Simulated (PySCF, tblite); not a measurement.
# C₄H₃FNOS radical: geometry, infrared bands and EPR parameters

Wanted: the infrared bands and EPR parameters of C₄H₃FNOS radical (`N#CCC(=S)O[CH]F`), by calculation.

Programs: tblite 0.8.0 and PySCF 2.14.0, with density-fitted response routines of our own. Each step states its level of theory. These are calculated values for one molecule in the gas phase, unless marked as measured. Atoms count from 0, in the outputs and in this text.

## Step 1: The molecule as given

11 atoms, charge 0, multiplicity 2; geometry from: force field or distance geometry start.

Bonds of the start (Å): N0–C1 1.15, C1–C2 1.47, C2–C3 1.50, C3–S4 1.66, C3–O5 1.36, O5–C6 1.39, C6–F7 1.34, C2–H8 1.09, C2–H9 1.10, C6–H10 1.08.

## Step 2: Optimising the geometry with GFN2-xTB

The job: settings as JSON, then the geometry in Å.

```
{"job": {"kind": "relax", "xc": "GFN2-xTB", "basis": "xTB"}, "charge": 0, "multiplicity": 2}
N     -2.684100    -0.125100     0.538600
C     -1.753400    -0.074100    -0.143400
C     -0.545000    -0.035200    -0.976200
C      0.470100     0.912100    -0.415600
S      0.905300     2.334500    -1.149500
O      1.077900     0.664600     0.771800
C      0.975000    -0.574400     1.389700
F      1.026200    -1.731900     0.718800
H     -0.113800    -1.028800    -1.113900
H     -0.849600     0.296800    -1.980200
H      1.496900    -0.635900     2.333900
```

Launch:

```console
$ OMP_NUM_THREADS=1 python probes_run.py task.json out
```

One launch serves the whole session: the jobs run in the order shown.

**Question.** This job is followed by: GFN2-xTB harmonic vibrations, gas phase; UKS B3LYP, pcH-1 on C F H N O S, non-relativistic, mean-field spin-orbit, GIAO. Predict these results of the whole session: strongest single infrared mode (GFN2-xTB); zero-point energy (GFN2-xTB); g(iso) (B3LYP); ⟨S²⟩; largest a(iso) (averaged by class); potential on the surface of density 0.002 e/bohr³, 1st and 99th percentile.

**Answer**, as computed:

| quantity | value |
| --- | --- |
| strongest single infrared mode (GFN2-xTB) | 2411 cm⁻¹, 201 km/mol |
| zero-point energy (GFN2-xTB) | 39.0 kcal/mol |
| g(iso) (B3LYP) | 2.00850 |
| ⟨S²⟩ | 0.767 (exact 0.75) |
| largest a(iso) (averaged by class) | 19F on F7, 130.3 MHz |
| potential on the surface of density 0.002 e/bohr³, 1st and 99th percentile | -1.59 V and 2.08 V |

The optimisation took 62 steps and gained 0.326 eV; among the close pairs (by a distance rule), O5–C6 changed most, from 1.388 to 1.288 Å. All 27 modes are real, so the xTB geometry is a minimum. The strongest single mode, at 2411 cm⁻¹, moves mainly C1 and N0. Unscaled tight-binding wavenumbers are off by several per cent, some by more. Its intensities can rank the bands wrongly. C6 carries the largest spin population, 0.74 e. The isotropic g lies 6.2 ppt above the free-electron value. The conformer search (at its own cheap level) found a structure 14.1 kcal/mol lower, too far down for a turn about a bond: it may have other bonds, so these spectra needn't be the molecule's.
